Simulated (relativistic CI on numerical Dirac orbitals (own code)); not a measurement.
# Pd⁸⁺: E1 transition arrays

Aim: all E1 lines from the first configuration of Pd⁸⁺, summed into arrays with their mean energies and widths.

The numbers are computed with relativistic CI on numerical Dirac orbitals (own code) version 3 (Dirac-Coulomb-Breit CI, KLI orbitals optimised for each configuration, model QED (radiative potential, 1s self-energy scaled to tabulated hydrogen-like ionisation energies), valence Slater integrals scaled by 0.9, whole transition arrays), except any that are marked as measured or tabulated.

### 1 Starting point

| Quantity | Value |
| --- | --- |
| ion | Pd⁸⁺ (Pd IX) |
| nuclear charge | 46 |
| electrons | 38 |
| isotope | A = 106 |
| configurations | [Kr] 4d2; [Kr] 4d 4f; [Ar] 3d10 4s2 4p5 4d3; [Kr] 4d 5p; [Kr] 4d 5f |

The outer shells:

[Kr] 4d2
```
[Kr] core
4d [↑ ][↑ ][  ][  ][  ]
```

### 2 Main run

Settings, as recorded:

```ini
atom Pd  Z=46  charge=8  electrons=38
nucleus A=106  rms_radius_fm=4.5318
hamiltonian dirac-coulomb  breit=on  qed=on  c_scale=1
orbitals kli  potential=per-configuration
slater_scale 0.9
correlation none
mixing on
configurations
  [Kr] 4d2
  [Kr] 4d 4f
  [Ar] 3d10 4s2 4p5 4d3
  [Kr] 4d 5p
  [Kr] 4d 5f
end
arrays E1 from the first configuration
```

### 3 Without configuration mixing

Changes to the settings of step 2:

```diff
@@ -6,3 +6,3 @@
 correlation none
-mixing on
+mixing off
 configurations
```

### 4 Slater integrals scaled by 1

Changes to the settings of step 3:

```diff
@@ -4,5 +4,5 @@
 orbitals kli  potential=per-configuration
-slater_scale 0.9
+slater_scale 1
 correlation none
-mixing off
+mixing on
 configurations
```

### 5 Slater integrals scaled by 0.8

Changes to the settings of step 4:

```diff
@@ -4,3 +4,3 @@
 orbitals kli  potential=per-configuration
-slater_scale 1
+slater_scale 0.8
 correlation none
```

(Steps that only read results are left out.)

Before running it: what results should come out? Wanted: strongest array, main run; lines in all.

The runs gave:

The array to 4p5 4d3, the strongest of the main run, in each run:

| run | time | mean (eV) | width (eV) | gf sum | strongest line (nm) | strongest array of the run |
| --- | --- | --- | --- | --- | --- | --- |
| main run | 0.33 s | 70.88 | 3.53 | 361.4 | 16.82 | 4p5 4d3 |
| without configuration mixing | 0.33 s | 69.56 | 4.61 | 244.1 | 17.05 | 4p5 4d3 |
| Slater integrals scaled by 1 | 0.33 s | 72.29 | 3.92 | 365.9 | 16.45 | 4p5 4d3 |
| Slater integrals scaled by 0.8 | 0.33 s | 69.45 | 3.16 | 355.9 | 17.21 | 4p5 4d3 |

| quantity | value |
| --- | --- |
| strongest array, main run | to 4p5 4d3, 541 lines |
| its mean and width | 70.9 ± 3.5 eV (17.5 nm) |
| its share of all gf | 93 % |
| lines in all | 688 |

In words: The array to 4p5 4d3 carries 93 % of the oscillator strength, around 17.5 nm. Configuration mixing moves its mean by +1.33 eV and changes its gf sum by +48 %. All levels of the first configuration count with their statistical weight; no plasma population is modelled.
